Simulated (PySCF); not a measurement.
# Mg²⁺: dipole response in ANO-RCC-VTZP

How polarisable is Mg²⁺ at the levels listed below?

Program: PySCF 2.14.0. Level of theory: unrestricted determinants in a Gaussian basis, no spin-orbit coupling in the energies. These are calculated values, not measurements, unless marked.

## 1. Starting point

- Element: magnesium (Z = 12)
- Basis: ANO-RCC-VTZP (5s4p2d1f, 34 functions)
- Hamiltonian: the spin-free X2C one-electron Hamiltonian (Gaussian nucleus)
- State 1: Mg²⁺: [Ne], closed-shell 1S
- Methods: UHF, PBE, PBE0, TPSS, LC-wPBE

Outer shells as boxes (Hund's rule):

Mg2+ [Ne]
```
[He] core
2s [↑↓]
2p [↑↓][↑↓][↑↓]
```

One driver process ran all states and methods and kept the integrals in memory. Each run is shown as a PySCF script that sums up its settings (the driver passes frozen orbitals as a list and adds second-order terms of double hybrids); the logs are those of the runs themselves. The driver starts from symmetry-adapted Hartree-Fock orbitals, holds the occupation by maximum overlap and uses a logarithmic radial grid for functionals, so a plain start would take other cycles.

The integrals over 34 functions and the set-up took 0.29 s of CPU time.

## 2. Mg²⁺: the ladder of methods

**UHF**

The input, input.py:

```python
from pyscf import gto, scf, dft, mp, cc
import basis_set_exchange as bse
mol = gto.M(atom="Mg 0 0 0", charge=2, spin=0, symmetry="D2h",
            basis=gto.basis.parse(bse.get_basis("ANO-RCC-VTZP", elements=["Mg"], fmt="nwchem")),
            nucmod="G")
mf = scf.UHF(mol).sfx2c1e()
mf.irrep_nelec = {'Ag': (2, 2), 'B1u': (1, 1), 'B2u': (1, 1), 'B3u': (1, 1)}
mf.kernel()
```

Standard output:

```text
damping factor = 0
level_shift factor = 0
DIIS = <class 'pyscf.scf.diis.CDIIS'>
diis_start_cycle = 1
diis_space = 10
diis_damp = 0
SCF conv_tol = 1e-09
SCF conv_tol_grad = None
number electrons alpha = 5  beta = 5
cycle= 1 E= -199.135239886841  delta_E= -4.21e-10  |g|= 9.91e-06  |ddm|= 1.21e-05
converged SCF energy = -199.135239886841  <S^2> = 8.8817842e-16  2S+1 = 1
```

CPU time 0.2 s on a shared host, the integrals not counted.

The occupied shells:

| shell | electrons | mean orbital energy (eV) | spread (eV) | rms radius (bohr) |
| --- | --- | --- | --- | --- |
| 1s | 2 | -1356.6 | 0 | 0.151 |
| 2s | 2 | -122.37 | 0 | 0.754 |
| 2p | 6 | -81.809 | 0 | 0.767 |

⟨S²⟩ = 0.000, ⟨L²⟩ = 0.00.

The driver then solved the coupled dipole response at imaginary frequencies: mean α = 0.3323 bohr³, C₆ = 0.3504 au for a like pair.

**PBE**

input.py, as changed from the run before:

```diff
@@ -5,3 +5,3 @@
             nucmod="G")
-mf = scf.UHF(mol).sfx2c1e()
+mf = dft.UKS(mol, xc="PBE").sfx2c1e()
 mf.irrep_nelec = {'Ag': (2, 2), 'B1u': (1, 1), 'B2u': (1, 1), 'B3u': (1, 1)}
```

Standard output:

```text
damping factor = 0
level_shift factor = 0
DIIS = <class 'pyscf.scf.diis.CDIIS'>
diis_start_cycle = 1
diis_space = 10
diis_damp = 0
SCF conv_tol = 1e-09
SCF conv_tol_grad = None
number electrons alpha = 5  beta = 5
XC functionals = PBE
    J. P. Perdew, K. Burke, and M. Ernzerhof.,  Phys. Rev. Lett. 77, 3865 (1996)
    J. P. Perdew, K. Burke, and M. Ernzerhof.,  Phys. Rev. Lett. 78, 1396 (1997)
    J. P. Perdew, K. Burke, and M. Ernzerhof.,  Phys. Rev. Lett. 77, 3865 (1996)
    J. P. Perdew, K. Burke, and M. Ernzerhof.,  Phys. Rev. Lett. 78, 1396 (1997)
cycle= 1 E= -199.417636271618  delta_E= -0.00348  |g|= 0.0106  |ddm|= 0.0465
cycle= 2 E= -199.417644229763  delta_E= -7.96e-06  |g|= 0.0079  |ddm|= 0.00409
cycle= 3 E= -199.417652407757  delta_E= -8.18e-06  |g|= 0.000105  |ddm|= 0.00159
cycle= 4 E= -199.417652409335  delta_E= -1.58e-09  |g|= 6.99e-07  |ddm|= 2.44e-05
cycle= 5 E= -199.417652409335  delta_E= 2.84e-14  |g|= 2.07e-09  |ddm|= 1.42e-07
converged SCF energy = -199.417652409335  <S^2> = 1.7763568e-15  2S+1 = 1
```

It used 0.41 s of CPU time after the integrals (shared host).

The driver then solved the coupled dipole response at imaginary frequencies: mean α = 0.3674 bohr³, C₆ = 0.3829 au for a like pair.

**PBE0**

input.py, as changed from the run before:

```diff
@@ -5,3 +5,3 @@
             nucmod="G")
-mf = dft.UKS(mol, xc="PBE").sfx2c1e()
+mf = dft.UKS(mol, xc="PBE0").sfx2c1e()
 mf.irrep_nelec = {'Ag': (2, 2), 'B1u': (1, 1), 'B2u': (1, 1), 'B3u': (1, 1)}
```

Standard output:

```text
damping factor = 0
level_shift factor = 0
DIIS = <class 'pyscf.scf.diis.CDIIS'>
diis_start_cycle = 1
diis_space = 10
diis_damp = 0
SCF conv_tol = 1e-09
SCF conv_tol_grad = None
number electrons alpha = 5  beta = 5
XC functionals = PBE0
    C. Adamo and V. Barone.,  J. Chem. Phys. 110, 6158 (1999)
    M. Ernzerhof and G. E. Scuseria.,  J. Chem. Phys. 110, 5029 (1999)
cycle= 1 E= -199.440076879555  delta_E= -0.00169  |g|= 0.00418  |ddm|= 0.0296
cycle= 2 E= -199.440078977296  delta_E= -2.1e-06  |g|= 0.0018  |ddm|= 0.00111
cycle= 3 E= -199.440079388577  delta_E= -4.11e-07  |g|= 0.00027  |ddm|= 0.000416
cycle= 4 E= -199.440079398028  delta_E= -9.45e-09  |g|= 1.52e-06  |ddm|= 5.35e-05
cycle= 5 E= -199.440079398028  delta_E= -1.99e-13  |g|= 9.46e-09  |ddm|= 2.81e-07
converged SCF energy = -199.440079398028  <S^2> = 0  2S+1 = 1
```

It used 0.46 s of CPU time after the integrals (shared host).

The driver then solved the coupled dipole response at imaginary frequencies: mean α = 0.3553 bohr³, C₆ = 0.3717 au for a like pair.

**TPSS**

input.py, as changed from the run before:

```diff
@@ -5,3 +5,3 @@
             nucmod="G")
-mf = dft.UKS(mol, xc="PBE0").sfx2c1e()
+mf = dft.UKS(mol, xc="TPSS").sfx2c1e()
 mf.irrep_nelec = {'Ag': (2, 2), 'B1u': (1, 1), 'B2u': (1, 1), 'B3u': (1, 1)}
```

Standard output:

```text
damping factor = 0
level_shift factor = 0
DIIS = <class 'pyscf.scf.diis.CDIIS'>
diis_start_cycle = 1
diis_space = 10
diis_damp = 0
SCF conv_tol = 1e-09
SCF conv_tol_grad = None
number electrons alpha = 5  beta = 5
XC functionals = TPSS
    J. Tao, J. P. Perdew, V. N. Staroverov, and G. E. Scuseria.,  Phys. Rev. Lett. 91, 146401 (2003)
    J. P. Perdew, J. Tao, V. N. Staroverov, and G. E. Scuseria.,  J. Chem. Phys. 120, 6898 (2004)
    J. Tao, J. P. Perdew, V. N. Staroverov, and G. E. Scuseria.,  Phys. Rev. Lett. 91, 146401 (2003)
    J. P. Perdew, J. Tao, V. N. Staroverov, and G. E. Scuseria.,  J. Chem. Phys. 120, 6898 (2004)
cycle= 1 E= -199.565815912439  delta_E= -0.00223  |g|= 0.00197  |ddm|= 0.0377
cycle= 2 E= -199.565816567762  delta_E= -6.55e-07  |g|= 0.00134  |ddm|= 0.001
cycle= 3 E= -199.565816807027  delta_E= -2.39e-07  |g|= 5.31e-05  |ddm|= 0.000287
cycle= 4 E= -199.565816807333  delta_E= -3.06e-10  |g|= 4.91e-07  |ddm|= 8.8e-06
converged SCF energy = -199.565816807333  <S^2> = 8.8817842e-16  2S+1 = 1
```

It used 1 s of CPU time after the integrals (shared host).

The driver then solved the coupled dipole response at imaginary frequencies: mean α = 0.3630 bohr³, C₆ = 0.3791 au for a like pair.

**LC-wPBE**

input.py, as changed from the run before:

```diff
@@ -5,3 +5,3 @@
             nucmod="G")
-mf = dft.UKS(mol, xc="TPSS").sfx2c1e()
+mf = dft.UKS(mol, xc="LC_WPBE").sfx2c1e()
 mf.irrep_nelec = {'Ag': (2, 2), 'B1u': (1, 1), 'B2u': (1, 1), 'B3u': (1, 1)}
```

Standard output:

```text
damping factor = 0
level_shift factor = 0
DIIS = <class 'pyscf.scf.diis.CDIIS'>
diis_start_cycle = 1
diis_space = 10
diis_damp = 0
SCF conv_tol = 1e-09
SCF conv_tol_grad = None
number electrons alpha = 5  beta = 5
XC functionals = LC_WPBE
    O. A. Vydrov and G. E. Scuseria.,  J. Chem. Phys. 125, 234109 (2006)
cycle= 1 E= -199.468636934429  delta_E= -0.00368  |g|= 0.012  |ddm|= 0.0431
cycle= 2 E= -199.468662208319  delta_E= -2.53e-05  |g|= 0.00361  |ddm|= 0.00351
cycle= 3 E= -199.468663982526  delta_E= -1.77e-06  |g|= 0.00107  |ddm|= 0.00102
cycle= 4 E= -199.468664122764  delta_E= -1.4e-07  |g|= 6.03e-06  |ddm|= 0.000189
cycle= 5 E= -199.468664122774  delta_E= -1.01e-11  |g|= 2.06e-07  |ddm|= 2.77e-06
converged SCF energy = -199.468664122774  <S^2> = 1.7763568e-15  2S+1 = 1
```

CPU time 0.8 s on a shared host, the integrals not counted.

The driver then solved the coupled dipole response at imaginary frequencies: mean α = 0.3670 bohr³, C₆ = 0.3830 au for a like pair.

Radial density 4πr²ρ of Mg²⁺ at UHF:

| r (bohr) | density |
| --- | --- |
| 0.00185 | 0.0514 |
| 0.00311 | 0.136 |
| 0.00523 | 0.355 |
| 0.00879 | 0.903 |
| 0.0148 | 2.17 |
| 0.0249 | 4.77 |
| 0.0418 | 8.95 |
| 0.0704 | 12.9 |
| 0.118 | 12.2 |
| 0.199 | 7.88 |
| 0.335 | 8.91 |
| 0.563 | 10.9 |
| 0.948 | 5.01 |
| 1.59 | 0.569 |
| 2.68 | 0.00782 |

## 3. Polarisabilities and C₆

Mg²⁺, in atomic units:

| method | mean α | C₆ (like pair) | S(−4) |
| --- | --- | --- | --- |
| UHF | 0.3323 | 0.3504 | 0.03246 |
| PBE | 0.3674 | 0.3829 | 0.04805 |
| PBE0 | 0.3553 | 0.3717 | 0.04232 |
| TPSS | 0.3630 | 0.3791 | 0.04628 |
| LC-wPBE | 0.3670 | 0.3830 | 0.04761 |

α(iu) at LC-wPBE:

| u (hartree) | α(iu) (bohr³) |
| --- | --- |
| 0 | 0.3670 |
| 0.0500 | 0.3669 |
| 0.100 | 0.3665 |
| 0.200 | 0.3651 |
| 0.300 | 0.3628 |
| 0.500 | 0.3557 |
| 0.750 | 0.3432 |
| 1.00 | 0.3279 |
| 1.50 | 0.2946 |
| 2.00 | 0.2628 |
| 3.00 | 0.2113 |
| 5.00 | 0.1448 |

## 4. Outcome

| quantity | value |
| --- | --- |
| α of Mg²⁺ | 0.3323 (UHF) to 0.3674 (PBE) bohr³ |

A single London oscillator with the computed α and C₆ of Mg²⁺ at UHF would have ω = 4 C₆ / (3 α²) = 4.23 hartree. All values hold for this basis alone; no basis-set limit was taken.
